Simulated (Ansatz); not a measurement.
# CH4AlBrGe: how energies converge with the basis set

The task here is to estimate one member of a computed series from the others.

Program: Ansatz 0.2.0, Gaussian basis. Level of theory: one geometry, several basis sets. These are calculated values, not measurements.

The runs, in order: PBE0-D4/def2-SVP; ωB97M-V/def2-SVP; PBE0-D4/def2-QZVPP; ωB97M-V/def2-QZVPP; the functionals' def2-TZVPP values are taken from earlier runs.

## Structure used throughout

An earlier PBE0-D4 in a triple-zeta def2 set relaxation fixed the geometry.

8 atoms, charge 0, spin multiplicity 1.

Atoms are counted from 1 here; the program's logs count them from 0.

Bond lengths: Br1–C2 2.030 Å, Br1–Al3 2.546 Å, C2–Al3 1.941 Å, C2–Ge4 2.029 Å, C2–H5 1.085 Å, Al3–Ge4 2.386 Å, Al3–H6 1.574 Å, Ge4–H7 1.543 Å, Ge4–H8 1.540 Å. Angles: C2–Br1–Al3 48.6°, Br1–C2–Al3 79.7°, Br1–C2–Ge4 103.2°, Br1–C2–H5 107.6°, Al3–C2–Ge4 73.9°, Al3–C2–H5 150.0°, Ge4–C2–H5 129.5°, Br1–Al3–C2 51.7°, Br1–Al3–Ge4 80.2°, Br1–Al3–H6 117.0°, C2–Al3–Ge4 54.8°, C2–Al3–H6 142.3°, Ge4–Al3–H6 160.7°, C2–Ge4–Al3 51.4°, C2–Ge4–H7 106.5°, C2–Ge4–H8 115.3°, Al3–Ge4–H7 118.7°, Al3–Ge4–H8 131.4° and more.

Set-up of the first run:

in.yaml

```yaml
crystal:
  periodic: [false, false, false]
  atoms:
    - {symbol: Br, position_ang: [-1.860469, 1.049101, 0.348912]}
    - {symbol: C, position_ang: [-0.189907, 0.589741, -0.708610]}
    - {symbol: Al, position_ang: [0.570901, 0.806562, 1.063672]}
    - {symbol: Ge, position_ang: [0.269712, -1.276892, -0.060372]}
    - {symbol: H, position_ang: [-0.331600, 0.953257, -1.720648]}
    - {symbol: H, position_ang: [1.135895, 1.893388, 2.052268]}
    - {symbol: H, position_ang: [1.397911, -1.793555, -0.978273]}
    - {symbol: H, position_ang: [-0.900444, -2.278700, -0.052752]}
basis:
  gaussian: {orbitals: def2-SVP}
hamiltonian: {xc: pbe0, dispersion: d4}
output: {orbitals: {seedname: orbitals}}
```

Started as:

```bash
$ ansatz run in.yaml --threads 4 --pin off --events-out ev --progress --plain --max-ram 10444MiB
```

Steps of the session up to this table: PBE0-D4 in def2-SVP; ωB97M-V in def2-SVP; PBE0-D4 in def2-QZVPP; ωB97M-V in def2-QZVPP.

One table of the session follows, with a row left open; its other results are not shown here.

It belongs to the step «Functionals by basis». 

| functional | basis | HOMO (eV) |
| --- | --- | --- |
| PBE0-D4 | def2-SVP | -6.56 |
| PBE0-D4 | def2-TZVPP | -6.58 |
| PBE0-D4 | def2-QZVPP | ? |
| ωB97M-V | def2-SVP | -8.51 |
| ωB97M-V | def2-TZVPP | -8.57 |
| ωB97M-V | def2-QZVPP | -8.57 |

Estimate the missing values for PBE0-D4, def2-QZVPP.

As computed: HOMO (eV): -6.59. In the column «HOMO (eV)» it lies between ωB97M-V, def2-SVP (-8.51) and PBE0-D4, def2-TZVPP (-6.58).
